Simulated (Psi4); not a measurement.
# C2F4O (trifluoroacetyl fluoride): a chain of runs

We compute a series of 9 runs (PBE-D4/def2-SVP, PBE0-D4/def2-TZVP, PBE-D4/def2-TZVPP, r2SCAN-D4/def2-TZVPP, B3LYP-D4/def2-TZVPP, PBE0-D4/def2-TZVPP, wB97M-V/def2-TZVPP, MP2/def2-QZVPP) of C2F4O (trifluoroacetyl fluoride). Input form: a Python script.

Program for the calculation: Psi4 1.11.

## 1. The molecule

The species is C2F4O (7 atoms), meant as a singlet with charge 0. SMILES: `O=C(F)C(F)(F)F`. Geometry: relaxed at GFN2-xTB, rattled. The run starts from this shape.

Bond lengths: O1–C2 1.103 Å, C2–F3 1.314 Å, C2–C4 1.584 Å, C4–F5 1.276 Å, C4–F6 1.319 Å, C4–F7 1.345 Å. Angles: O1–C2–F3 125.6°, O1–C2–C4 127.5°, F3–C2–C4 106.9°, C2–C4–F5 114.3°, C2–C4–F6 108.4°, C2–C4–F7 110.4°, F5–C4–F6 113.0°, F5–C4–F7 104.1°, F6–C4–F7 106.2°.

## 2. A geometry optimisation at PBE-D4/def2-SVP (density fitting) (run 1)

run.py reads:

```python
import psi4

psi4.set_memory(3300000000)
psi4.set_num_threads(2)
psi4.core.set_output_file('c2f4o.out', False)

geom = psi4.geometry("""
O      1.027754    -1.392067     0.716009
C      0.102571    -0.843073     0.471842
F     -1.117674    -1.231023     0.766259
C     -0.027137     0.523872    -0.318408
F     -0.649068     0.432403    -1.428301
F     -0.547060     1.425933     0.490733
F      1.189256     0.983466    -0.660823
symmetry c1
""")

psi4.set_options(dict(scf_type='df', geom_maxiter=60, max_force_g_convergence=0.0005))

e, wfn = psi4.optimize('pbe-d4/def2-SVP', return_wfn=True)
print(f'pbe-d4/def2-SVP energy: {e:.10f} Eh')
geom.save_xyz_file('final.xyz', False)
```

Run with:

```
$ python run.py
```

c2f4o.out:

```text
[...]
  Running in c1 symmetry.
[...]
  Nuclear repulsion =  339.614468568372729
[...]
  Multiplicity = 1
[...]
  Nalpha       = 28
  Nbeta        = 28
[...]
    Number of basis functions: 98
[...]
   @DF-RKS iter   1:  -549.66646111330067    2.56054e-01   7.20551e-03 ADIIS/DIIS
[...]
   @DF-RKS iter   8:  -549.86592966835678   -9.32232e-12   6.42116e-09 DIIS
[...]
  @DF-RKS Final Energy:  -549.86592966835678
   => Energetics <=
    Nuclear Repulsion Energy =            333.3885029048018396
    One-Electron Energy =               -1424.4149988974311327
    Two-Electron Energy =                 601.8318610818090519
    DFT Exchange-Correlation Energy =     -60.6665979508625455
    Empirical Dispersion Energy =          -0.0046968066739015
    VV10 Nonlocal Energy =                  0.0000000000000000
    Total Energy =                       -549.8659296683567845
[...]
 Multipole Moments:
 ------------------------------------------------------------------------------------
     Multipole            Electronic (a.u.)      Nuclear  (a.u.)        Total (a.u.)
 ------------------------------------------------------------------------------------
 L = 1.  Multiply by 2.5417464519 to convert [e a0] to [Debye]
 Dipole X            :         -1.2058467            1.0046829           -0.2011639
 Dipole Y            :          1.5301898           -1.3670369            0.1631529
 Dipole Z            :         -0.7771131            0.6969224           -0.0801907
 Magnitude           :                                                    0.2711389
[...]
  -Total Gradient:
     Atom            X                  Y                   Z
    ------   -----------------  -----------------  -----------------
       1       -0.000001058424     0.000057434475    -0.000025130696
       2        0.000121212472     0.000000411544     0.000005142023
       3        0.000023448440     0.000059947249    -0.000058300404
       4        0.000107086034     0.000084886819    -0.000189448931
       5        0.000125495717     0.000070734054    -0.000005081911
       6        0.000031204558     0.000105417647     0.000077001481
       7       -0.000034166005     0.000010686683    -0.000002928288
[...]
```

On the terminal:

```text
Some dependencies such as QCElemental have not yet finished migration to pydantic v2. If issues are encountered please downgrade pydantic or upgrade QCElemental as appropriate
	Energy has increased in a minimization.
	Energy ratio indicates iffy step.
	Intrafrag trust radius decreased to   0.25.
	Previous geometry is closer to target in internal coordinates, so using that one.

	Best geometry has RMS(Delta(q)) = 6.21e-07

	Previous geometry is closer to target in internal coordinates, so using that one.

	Best geometry has RMS(Delta(q)) = 1.83e-07

	Previous geometry is closer to target in internal coordinates, so using that one.

	Best geometry has RMS(Delta(q)) = 9.80e-09

Optimizer: Optimization complete!
pbe-d4/def2-SVP energy: -549.8659296684 Eh
```

It took 8.8 min on 2 threads of Intel Xeon at 2.50GHz (Skylake/Cascade Lake), shared host; peak memory 0.75 GiB.

Steps, from the record of the run:

```csv
step,energy from the first frame kept (eV),largest force (eV/Å)
0,0.0000,10.7567
1,-0.6088,2.5493
2,-0.6304,1.1409
3,-0.3520,3.3650
4,-0.6084,1.5698
5,-0.6697,0.3289
6,-0.6715,0.1235
7,-0.6718,0.0325
8,-0.6719,0.0120
```

After the run. Bond lengths: O1–C2 1.189 Å, C2–F3 1.346 Å, C2–C4 1.548 Å, C4–F5 1.345 Å, C4–F6 1.346 Å, C4–F7 1.335 Å. Angles: O1–C2–F3 124.0°, O1–C2–C4 126.8°, F3–C2–C4 109.2°, C2–C4–F5 109.8°, C2–C4–F6 109.7°, C2–C4–F7 110.1°, F5–C4–F6 108.7°, F5–C4–F7 109.2°, F6–C4–F7 109.2°.

## 3. A structure relaxation at PBE0-D4/def2-TZVP (density fitting) (run 2)

job.py reads:

```python
import psi4

psi4.set_memory(3300000000)
psi4.set_num_threads(2)
psi4.set_output_file('output.dat', False)

m = psi4.geometry("""
0 1
O      1.086465    -1.413214     0.715966
C      0.098706    -0.811523     0.441509
F     -1.144809    -1.226096     0.747662
C      0.014691     0.542141    -0.304435
F     -0.716460     0.400167    -1.424902
F     -0.576068     1.458998     0.484263
F      1.239383     0.964047    -0.628785
units angstrom
symmetry c1
""")

psi4.set_options({
    'basis': 'def2-TZVP',
    'scf_type': 'df',
    'geom_maxiter': 50,
    'max_force_g_convergence': 0.0002,
})

e, wfn = psi4.optimize('PBE0-D4', molecule=m, return_wfn=True)
print(f'PBE0-D4 energy: {e:.10f} Eh')
m.save_xyz_file('final.xyz', False)
```

Run with:

```
$ python job.py
```

output.dat:

```text
[...]
  Running in c1 symmetry.
[...]
  Nuclear repulsion =  333.388512060016865
[...]
  Multiplicity = 1
[...]
  Nalpha       = 28
  Nbeta        = 28
[...]
    Number of basis functions: 217
[...]
   @DF-RKS iter   1:  -550.36055885761277   -2.84171e-01   3.24162e-03 ADIIS/DIIS
[...]
   @DF-RKS iter   9:  -550.51440841787542   -2.19416e-11   6.87710e-09 DIIS
[...]
  @DF-RKS Final Energy:  -550.51440841787542
   => Energetics <=
    Nuclear Repulsion Energy =            336.9656067273831468
    One-Electron Energy =               -1432.1136760800770844
    Two-Electron Energy =                 590.7214033305561998
    DFT Exchange-Correlation Energy =     -46.0838383406346637
    Empirical Dispersion Energy =          -0.0039040551030451
    VV10 Nonlocal Energy =                  0.0000000000000000
    Total Energy =                       -550.5144084178754156
[...]
 Multipole Moments:
 ------------------------------------------------------------------------------------
     Multipole            Electronic (a.u.)      Nuclear  (a.u.)        Total (a.u.)
 ------------------------------------------------------------------------------------
 L = 1.  Multiply by 2.5417464519 to convert [e a0] to [Debye]
 Dipole X            :         -1.2138254            0.9889751           -0.2248503
 Dipole Y            :          1.5240190           -1.3590801            0.1649389
 Dipole Z            :         -0.7627778            0.6857816           -0.0769962
 Magnitude           :                                                    0.2892938
[...]
  -Total Gradient:
     Atom            X                  Y                   Z
    ------   -----------------  -----------------  -----------------
       1        0.000075117284     0.000014968365     0.000056653204
       2        0.000191528860    -0.000091692601    -0.000134552819
       3       -0.000131342313     0.000022858565     0.000053078897
       4       -0.000080464936     0.000107215410    -0.000090942397
       5        0.000058225660     0.000044145496     0.000001781126
       6        0.000005512454     0.000075441223     0.000016292386
       7        0.000096151890     0.000055472092    -0.000042062344
[...]
```

On the terminal:

```text
Optimizer: Optimization complete!
PBE0-D4 energy: -550.5144084179 Eh
```

Wall time 5.8 min (2 threads of Intel Xeon at 2.50GHz (Skylake/Cascade Lake), shared host); peak memory 1.3 GiB.

Steps, from the record of the run:

```csv
step,energy from the first frame kept (eV),largest force (eV/Å)
0,0.0000,1.7899
1,-0.0464,0.2527
2,-0.0472,0.0834
3,-0.0471,0.0974
4,-0.0435,0.3783
5,-0.0473,0.0129
```

After the run. Bond lengths: O1–C2 1.172 Å, C2–F3 1.326 Å, C2–C4 1.542 Å, C4–F5 1.330 Å, C4–F6 1.330 Å, C4–F7 1.319 Å. Angles: O1–C2–F3 124.0°, O1–C2–C4 126.5°, F3–C2–C4 109.5°, C2–C4–F5 109.8°, C2–C4–F6 109.8°, C2–C4–F7 110.2°, F5–C4–F6 108.7°, F5–C4–F7 109.2°, F6–C4–F7 109.2°.

Run 3 isn't shown in full; the table further down has it.

## 4. A single-point energy at PBE-D4/def2-TZVPP (density fitting) (run 4)

c2f4o.xyz reads:

```xyz
7
C2F4O
O      1.070241    -1.403045     0.702552
C      0.094608    -0.809276     0.439612
F     -1.128714    -1.216228     0.750721
C      0.014182     0.539610    -0.303248
F     -0.703525     0.400064    -1.413658
F     -0.572777     1.446064     0.472517
F      1.223631     0.958834    -0.619601
```

job.py reads:

```python
import psi4

psi4.set_memory('3300 MB')
psi4.set_num_threads(2)
psi4.core.set_output_file('output.dat', False)

with open('c2f4o.xyz') as f:
    atoms = ''.join(f.readlines()[2:])
m = psi4.geometry('0 1\n' + atoms + 'symmetry c1')

psi4.set_options({
    'reference': 'rks',
    'scf_type': 'df',
    'dft_radial_points': 99,
    'dft_spherical_points': 590,
})

E, wfn = psi4.energy("pbe-d4/def2-TZVPP", molecule=m, return_wfn=True)
print('E =', round(E, 9))
for k, v in sorted(psi4.core.scalar_variables().items()):
    print(f'{k:45s} {v:18.10f}')
```

Run with:

```
$ python job.py
```

output.dat:

```text
[...]
  Running in c1 symmetry.
[...]
  Nuclear repulsion =  336.965604787664461
[...]
  Multiplicity = 1
[...]
  Nalpha       = 28
  Nbeta        = 28
[...]
    Number of basis functions: 217
[...]
   @DF-RKS iter   1:  -550.33114544112277    3.46432e-02   3.57777e-03 ADIIS/DIIS
[...]
   @DF-RKS iter  10:  -550.52497932768233   -2.62925e-08   1.28278e-07 DIIS
[...]
    Orbital Energies [Eh]
    ---------------------
    Doubly Occupied:
       1A    -24.326815     2A    -24.323164     3A    -24.323129
       4A    -24.322572     5A    -18.809386     6A    -10.161517
       7A    -10.079773     8A     -1.256344     9A     -1.196602
      10A     -1.166251    11A     -1.165198    12A     -1.034262
      13A     -0.716756    14A     -0.622949    15A     -0.579272
      16A     -0.575940    17A     -0.565086    18A     -0.488799
      19A     -0.471237    20A     -0.444708    21A     -0.441187
      22A     -0.436800    23A     -0.409039    24A     -0.406257
      25A     -0.383602    26A     -0.377838    27A     -0.371760
      28A     -0.304096
[...]
  @DF-RKS Final Energy:  -550.52497932768233
   => Energetics <=
    Nuclear Repulsion Energy =            336.9656047876644607
    One-Electron Energy =               -1432.1065987369327104
    Two-Electron Energy =                 605.3879005213668734
    DFT Exchange-Correlation Energy =     -60.7671645002395167
    Empirical Dispersion Energy =          -0.0047213995414865
    VV10 Nonlocal Energy =                  0.0000000000000000
    Total Energy =                       -550.5249793276823311
[...]
 Multipole Moments:
 ------------------------------------------------------------------------------------
     Multipole            Electronic (a.u.)      Nuclear  (a.u.)        Total (a.u.)
 ------------------------------------------------------------------------------------
 L = 1.  Multiply by 2.5417464519 to convert [e a0] to [Debye]
 Dipole X            :         -1.2196333            0.9889749           -0.2306584
 Dipole Y            :          1.5254690           -1.3590805            0.1663885
 Dipole Z            :         -0.7630854            0.6857815           -0.0773039
 Magnitude           :                                                    0.2947276
[...]
```

On the terminal:

```text
E = -550.524979328
CURRENT ENERGY                                   -550.5249793277
CURRENT REFERENCE ENERGY                         -550.5249793277
DD SOLVATION ENERGY                                 0.0000000000
DFT FUNCTIONAL TOTAL ENERGY                      -550.5202579281
DFT TOTAL ENERGY                                 -550.5249793277
DFT VV10 ENERGY                                     0.0000000000
DFT XC ENERGY                                     -60.7671645002
DISPERSION CORRECTION ENERGY                       -0.0047213995
GRID ELECTRONS ALPHA                               27.9999999336
GRID ELECTRONS BETA                                27.9999999336
GRID ELECTRONS TOTAL                               55.9999998671
NUCLEAR REPULSION ENERGY                          336.9656047877
ONE-ELECTRON ENERGY                             -1432.1065987369
PBE-D4(BJ,EEQ)ATM DISPERSION CORRECTION ENERGY      -0.0047213995
PCM POLARIZATION ENERGY                             0.0000000000
PE ENERGY                                           0.0000000000
SCF ITERATION ENERGY                             -550.5249793277
SCF ITERATIONS                                     10.0000000000
SCF TOTAL ENERGY                                 -550.5249793277
TWO-ELECTRON ENERGY                               605.3879005214
XC GRID RADIAL POINTS                              99.0000000000
XC GRID SPHERICAL POINTS                          590.0000000000
XC GRID TOTAL POINTS                           390166.0000000000
```

Wall time 68 s (2 threads of Intel Xeon at 2.50GHz (Skylake/Cascade Lake), shared host); peak memory 2.1 GiB.

Runs 5 to 8 aren't shown in full; the table further down has their settings and results.

## 5. A single-point energy at MP2/def2-QZVPP (density fitting, density fitting for correlation) (run 9)

run.py reads:

```python
import psi4

psi4.set_memory(3300000000)
psi4.set_num_threads(2)
psi4.core.set_output_file('output.dat', False)

molecule = psi4.geometry("""
0 1
O
C 1 1.171989
F 2 1.326241 1 124.03997
C 2 1.542013 1 126.48989 3 179.90946
F 4 1.329506 2 109.79757 1 120.34622
F 4 1.329658 5 108.6955 2 -120.09188
F 4 1.318558 5 109.15626 6 -118.96511
symmetry c1
""")

psi4.set_options({
    'basis': 'def2-QZVPP',
    'reference': 'rhf',
    'scf_type': 'df',
    'num_frozen_docc': 7,
})

e_tot = psi4.energy("mp2")
print(f'total energy {e_tot:.8f} hartree = {e_tot * 27.211386:.5f} eV')
for k, v in sorted(psi4.core.scalar_variables().items()):
    print(f'{k:45s} {v:18.10f}')
```

Run with:

```
$ python run.py
```

output.dat:

```text
[...]
  Running in c1 symmetry.
[...]
  Nuclear repulsion =  336.965608970831909
[...]
  Multiplicity = 1
[...]
  Nalpha       = 28
  Nbeta        = 28
[...]
    Number of basis functions: 399
[...]
   @DF-RHF iter   1:  -548.43899196399911   -6.55677e-01   1.78936e-03 DIIS/ADIIS
[...]
   @DF-RHF iter  12:  -548.62134049653844   -4.03588e-11   3.83249e-09 DIIS
[...]
    Orbital Energies [Eh]
    ---------------------
    Doubly Occupied:
       1A    -26.377976     2A    -26.377693     3A    -26.377646
       4A    -26.375826     5A    -20.632548     6A    -11.559638
       7A    -11.473745     8A     -1.778576     9A     -1.710830
      10A     -1.679468    11A     -1.679133    12A     -1.486421
      13A     -1.068682    14A     -0.939528    15A     -0.876470
      16A     -0.870708    17A     -0.863749    18A     -0.776811
      19A     -0.768682    20A     -0.750248    21A     -0.741826
      22A     -0.738154    23A     -0.706406    24A     -0.705040
      25A     -0.688959    26A     -0.646855    27A     -0.590556
      28A     -0.540161
[...]
  @DF-RHF Final Energy:  -548.62134049653844
   => Energetics <=
    Nuclear Repulsion Energy =            336.9656089708319087
    One-Electron Energy =               -1431.6092249538460237
    Two-Electron Energy =                 546.0222754864756780
    Total Energy =                       -548.6213404965384370
[...]
 Multipole Moments:
 ------------------------------------------------------------------------------------
     Multipole            Electronic (a.u.)      Nuclear  (a.u.)        Total (a.u.)
 ------------------------------------------------------------------------------------
 L = 1.  Multiply by 2.5417464519 to convert [e a0] to [Debye]
 Dipole X            :          0.0010264           -0.0018664           -0.0008401
 Dipole Y            :          0.7623486           -0.7217527            0.0405960
 Dipole Z            :          1.9848346           -1.6656941            0.3191405
 Magnitude           :                                                    0.3217132
[...]
```

Standard output:

```text
total energy -550.27322822 hartree = -14973.69722 eV
CURRENT CORRELATION ENERGY                         -1.6518877212
CURRENT ENERGY                                   -550.2732282177
CURRENT REFERENCE ENERGY                         -548.6213404965
CUSTOM SCS-MP2 CORRELATION ENERGY                  -1.6127394361
CUSTOM SCS-MP2 TOTAL ENERGY                      -550.2340799326
DD SOLVATION ENERGY                                 0.0000000000
HF KINETIC ENERGY                                 548.1880716968
HF POTENTIAL ENERGY                             -1096.8094121934
HF TOTAL ENERGY                                  -548.6213404965
HF VIRIAL RATIO                                     2.0007903652
MP2 CORRELATION ENERGY                             -1.6518877212
MP2 DOUBLES ENERGY                                 -1.6518877212
MP2 OPPOSITE-SPIN CORRELATION ENERGY               -1.2255117642
MP2 SAME-SPIN CORRELATION ENERGY                   -0.4263759570
MP2 SINGLES ENERGY                                 -0.0000000000
MP2 TOTAL ENERGY                                 -550.2732282177
NUCLEAR REPULSION ENERGY                          336.9656089708
ONE-ELECTRON ENERGY                             -1431.6092249538
PCM POLARIZATION ENERGY                             0.0000000000
PE ENERGY                                           0.0000000000
SCF ITERATION ENERGY                             -548.6213404965
SCF ITERATIONS                                     12.0000000000
SCF TOTAL ENERGY                                 -548.6213404965
SCS-MP2 CORRELATION ENERGY                         -1.6127394361
SCS-MP2 TOTAL ENERGY                             -550.2340799326
TWO-ELECTRON ENERGY                               546.0222754865
```

It took 33 s on 2 threads of Intel Xeon at 2.50GHz (Skylake/Cascade Lake), shared host; peak memory 1.6 GiB.

## 6. Overview of the runs

```csv
run,level,geom maxiter,max force g convergence,energy (Eh),dipole moment (D),HOMO energy (eV),LUMO energy (eV),wall time
1,PBE-D4/def2-SVP (density fitting),60,0.0005,-549.865930,0.69,-8.05,-2.86,8.8 min
2,PBE0-D4/def2-TZVP (density fitting),50,0.0002,-550.514408,0.74,-10.10,-1.80,5.8 min
3,PBE0-D4/def2-TZVP (density fitting),–,–,-550.514408,0.74,–,–,30 min
4,PBE-D4/def2-TZVPP (density fitting),–,–,-550.524979,0.75,-8.27,-2.91,68 s
5,r2SCAN-D4/def2-TZVPP (density fitting),–,–,timeout,–,–,–,2 min
6,B3LYP-D4/def2-TZVPP (density fitting),–,–,-551.054907,0.73,-9.86,-2.12,55 s
7,PBE0-D4/def2-TZVPP (density fitting),–,–,-550.514419,0.74,-10.10,-1.80,92 s
8,wB97M-V/def2-TZVPP (density fitting),–,–,timeout,–,–,–,2 min
9,"MP2/def2-QZVPP (density fitting, density fitting for correlation)",–,–,-550.273228,–,-14.70,2.65,33 s
```

## 7. What came out

| quantity | value |
| --- | --- |
| run 9, MP2/def2-QZVPP: total energy | -550.27323 Eh |
| run 9, MP2/def2-QZVPP: HOMO energy (Hartree–Fock orbitals) | -14.70 eV |
| run 9, MP2/def2-QZVPP: LUMO energy (Hartree–Fock orbitals) | 2.65 eV |
| run 9, MP2/def2-QZVPP: HOMO–LUMO gap (Hartree–Fock orbitals) | 17.35 eV |
| run 9, MP2/def2-QZVPP: correlation energy (7 core orbitals frozen) | -1651.9 mEh |

What this shows: Over runs 3, 4, 6, 7 the dipole moment (its size) runs from 0.73 D (B3LYP-D4/def2-TZVPP) to 0.75 D (PBE-D4/def2-TZVPP). Over runs 4, 6, 7 the HOMO–LUMO gap runs from 5.36 eV (PBE-D4/def2-TZVPP) to 8.30 eV (PBE0-D4/def2-TZVPP). Totals of different functionals can't be ranked against each other. All runs together took 52 min, the longest 30 min. 2 of the 9 runs did not end normally.
